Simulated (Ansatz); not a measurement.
Working through vertical and adiabatic energies of changing the electron count of AgHO, SMILES [OH][Ag]

Program: the Ansatz DFT code, driven from Python.

At the Python prompt:
```pycon
>>> import itertools
>>> import warnings
>>> import ansatz as az
>>> from ase import Atoms
>>> from ase.data import atomic_numbers, covalent_radii
>>> import numpy as np
>>> warnings.simplefilter('ignore', az.DeckWarning)
>>> atoms = Atoms(['O', 'Ag', 'H'], positions=[
...     (-0.2228, -0.0747, -0.1385),
...     (1.3735, -0.1767, 0.7353),
...     (-1.1617, 0.1866, -0.6101),
... ])
>>> molecule = az.Crystal.molecule_from_ase(atoms)
>>> job = molecule.calculation()
>>> job = job.basis(gaussian='def2-SVP').functional('pbe', dispersion='d3bj')
>>> symbols = [site.symbol for site in molecule.cartesian_sites]
>>> start = np.array([site.position_ang for site in molecule.cartesian_sites], dtype=float)
>>> summary = job.relax(force_tolerance=0.01).run().report

>>> end = np.array(summary['positions_ang'])
>>> minimum = az.Crystal.molecule()
>>> for symbol, place in zip(symbols, end):
...     minimum = minimum.atom(symbol, place.tolist())
...
>>> ion = (
...     minimum.calculation()
...     .basis(gaussian='def2-SVP')
...     .functional('pbe', dispersion='d3bj')
...     .charge(1)
...     .spin('collinear', total=1)
... )
>>> vertical = ion.run().report
>>> settled = ion.relax(force_tolerance=0.01, max_steps=80).run().report
>>> print(f'vertical ionisation energy   {vertical["free_energy_ev"] - summary["free_energy_ev"]:.3f} eV')
vertical ionisation energy   9.197 eV
>>> print(f'adiabatic, no zero point     {settled["free_energy_ev"] - summary["free_energy_ev"]:.3f} eV')
adiabatic, no zero point     9.083 eV
>>> print(f'relaxation energy of the ion {vertical["free_energy_ev"] - settled["free_energy_ev"]:.3f} eV')
relaxation energy of the ion 0.115 eV
>>> ionised = np.array(settled['positions_ang'])
>>> # pairs closer than 1.2 times the sum of covalent radii, before or after
>>> radius = [covalent_radii[atomic_numbers[s]] for s in symbols]
>>> span = lambda where, i, j: np.linalg.norm(where[i] - where[j])
>>> bonded = [(i, j) for i, j in itertools.combinations(range(len(symbols)), 2) if min(span(end, i, j), span(ionised, i, j)) < 1.2 * (radius[i] + radius[j])]
>>> print('pair        before    after (A)')
pair        before    after (A)
>>> for i, j in bonded:
...     print(f'{symbols[i]}{i}-{symbols[j]}{j}'.ljust(10), f'{span(end, i, j):8.4f} {span(ionised, i, j):8.4f}')
...
O0-Ag1       2.0143   2.1210
O0-H2        0.9795   0.9964
```

Caveats:
- The energies are electronic: no zero-point or thermal terms, and the basis set is short of its limit. The product may relax into another structure. The relaxation finds the nearest minimum, so the adiabatic value is an upper bound.
- def2 sets replace the cores of elements past krypton by effective core potentials.
- Timing: 44 s on 1 thread of Arm Neoverse V2 (shared host), peak memory 0.21 GiB.

(Lines on the test bed's own set-up are left out of the output.)
